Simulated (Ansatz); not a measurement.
A nudged elastic band was laid between two geometries of a periodic cell of 17 atoms, Si₁₆Ge (host Si, host structure diamond, interstitial Ge).

Theory: DFT PBEsol, scalar-relativistic, plane waves, PAW (Ansatz 0.2.0). Settings: PAW set soft_1, cutoff 420 eV, k mesh 2x2x2, fermi-dirac smearing 0.05 eV, no spin polarisation.

```
movable images  : 3
climbing image  : yes
spring          : 5.0 eV/Å²
optimiser       : quadratic models (default)
start path      : default
force threshold : 0.05 eV/Å
iteration limit : 10
end points      : relaxed
```

First end point:

```xyz
17
Lattice="0.0000 5.4300 5.4300 5.4300 0.0000 5.4300 5.4300 5.4300 0.0000" Properties=species:S:1:pos:R:3
Si 0.009 -0.010 -0.005
Si 1.313 1.354 1.360
Si 2.678 2.751 -0.037
Si 4.075 4.116 1.360
Si 2.676 -0.044 2.758
Si 4.074 1.355 4.122
Si 5.473 2.752 2.757
Si 6.791 4.068 4.075
Si 0.009 2.719 2.724
Si 1.358 4.071 4.073
Si 2.710 5.420 2.723
Si 4.075 6.784 4.027
Si 2.709 2.721 5.423
Si 4.074 4.022 6.789
Si 5.473 5.386 5.391
Si 6.837 6.785 6.789
Ge 4.076 6.782 6.791
```

Last end point:

```xyz
17
Lattice="0.0000 5.4300 5.4300 5.4300 0.0000 5.4300 5.4300 5.4300 0.0000" Properties=species:S:1:pos:R:3
Si -0.005 0.002 0.012
Si 1.315 1.319 1.326
Si 2.712 2.715 -0.040
Si 4.108 4.112 1.327
Si 2.714 -0.047 2.721
Si 4.111 1.317 4.120
Si 5.475 2.714 2.721
Si 6.779 4.079 4.084
Si -0.051 2.718 2.722
Si 1.312 4.117 4.121
Si 2.710 5.479 2.722
Si 4.077 6.782 4.085
Si 2.712 2.717 5.484
Si 4.079 4.082 6.784
Si 5.429 5.431 5.433
Si 6.777 6.780 6.785
Ge 2.710 8.147 8.157
```

Which bonds break or form, and what moves?

Contacts lost: Si15–Ge17. Contacts made: Si10–Ge17. The atom that moves furthest is Ge17, by 2.37 Å.

Give the energies along the band, and the barrier.

The forces met the threshold. The highest image is number 2 of 0 to 4, 0.32 eV above the ends, which have the same energy within 2 meV. The order of the stationary point at the top wasn't checked. Limits of this set-up: coarse k mesh, PAW files made for another functional.

| image | path coordinate (Å) | energy (eV) | Si15–Ge17 (Å) | Si10–Ge17 (Å) |
| --- | --- | --- | --- | --- |
| 0 | 0.00 | 0.00 | 2.42 | 4.70 |
| 1 | 0.79 | 0.19 | 2.51 | 4.03 |
| 2 | 1.58 | 0.32 | 2.91 | 3.16 |
| 3 | 2.46 | 0.23 | 3.94 | 2.54 |
| 4 | 3.34 | 0.00 | 4.70 | 2.42 |

What is the geometry of the highest image?


```xyz
17
Lattice="0.0000 5.4300 5.4300 5.4300 0.0000 5.4300 5.4300 5.4300 0.0000" Properties=species:S:1:pos:R:3:forces:R:3
Si 0.246 -0.247 -0.242 0.02 -0.02 -0.02
Si 1.245 1.234 1.239 0.00 0.00 0.00
Si 2.578 2.850 -0.141 -0.02 0.02 -0.01
Si 4.195 4.183 1.239 0.00 0.00 0.00
Si 2.578 -0.146 2.856 -0.02 -0.01 0.02
Si 4.195 1.234 4.189 0.00 0.00 0.00
Si 5.575 2.850 2.856 0.01 0.02 0.02
Si 6.508 4.351 4.356 0.01 -0.01 -0.01
Si -0.016 2.624 2.630 0.01 0.00 0.00
Si 1.619 3.810 3.815 -0.03 0.03 0.03
Si 2.804 5.444 2.630 0.00 -0.01 0.00
Si 3.980 6.879 4.042 0.01 -0.01 0.01
Si 2.804 2.624 5.450 0.00 0.00 -0.01
Si 3.980 4.037 6.884 0.01 0.01 -0.01
Si 5.126 5.732 5.738 0.01 -0.01 -0.01
Si 6.822 6.879 6.884 -0.01 -0.01 -0.01
Ge 3.446 7.413 7.418 0.01 -0.01 -0.01
```

The run took 3.9 min on 1 thread of Arm Neoverse V1 (shared host), peak memory 0.76 GiB.
